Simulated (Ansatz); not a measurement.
# TiTe2 (1T): the cost of one run

Method: DFT PBE+D3(BJ), scalar-relativistic, plane waves, PAW, in Ansatz 0.2.0.

## Step 1: The structure to begin with

It takes space group P-3m1 (No. 164, trigonal). The conventional cell has a = 3.777 Å, b = 3.777 Å, c = 6.498 Å, α = 90.00°, β = 90.00°, γ = 120.00°. Ti (site symmetry -3m) is surrounded by 6 Te at 2.77 Å. Te (site symmetry 3m) has 3 Ti at 2.77 Å as nearest neighbours.

Structure file:

```
Ti Te
1.0
     3.77700    0.00000    0.00000
    -1.88850    3.27098    0.00000
     0.00000    0.00000    6.49800
Ti Te
1 2
Cartesian
  0.0000 0.0000 0.0000
  0.0000 2.1807 1.7077
  1.8885 1.0903 4.7903
```

## Step 2: Cell and atoms relaxed at 0 GPa

Contents of input.yaml:

```yaml
crystal:
  lattice:
    - [3.777, 0.0, 0.0]
    - [-1.8885, 3.2709779501, 0.0]
    - [0.0, 0.0, 6.498]
  atoms:
    - { symbol: Ti, position: [0.0, 0.0, 0.0] }
    - { symbol: Te, position: [0.3333333333, 0.6666666667, 0.2628] }
    - { symbol: Te, position: [0.6666666667, 0.3333333333, 0.7372] }
scf:
  occupations: { method: gaussian, width: 0.03 }
output:
  forces: true
  stress: true
  eigenvalues: true
  write_density: true
  write_potential: true
  elf: true
  volumetric_format: npy
hamiltonian:
  xc: pbe
  dispersion: d3bj
basis:
  ecutwfc: 450
kpoints:
  mp_grid: { grid: [12, 12, 8] }
relax:
  f_tol: 0.002
  max_steps: 60
  cell: { stress_tol: 0.01, p_target: 0 }
```

Started as:

```sh
$ ansatz run input.yaml --threads 2 --pin off --max-ram 6144MiB --backend cpu --events-out ev --progress --plain --runs-dir out
```

What time and memory should one allow on 2 threads of Intel Xeon 6975P-C (Granite Rapids), shared host?

About 45 s, with a peak of 0.63 GiB.
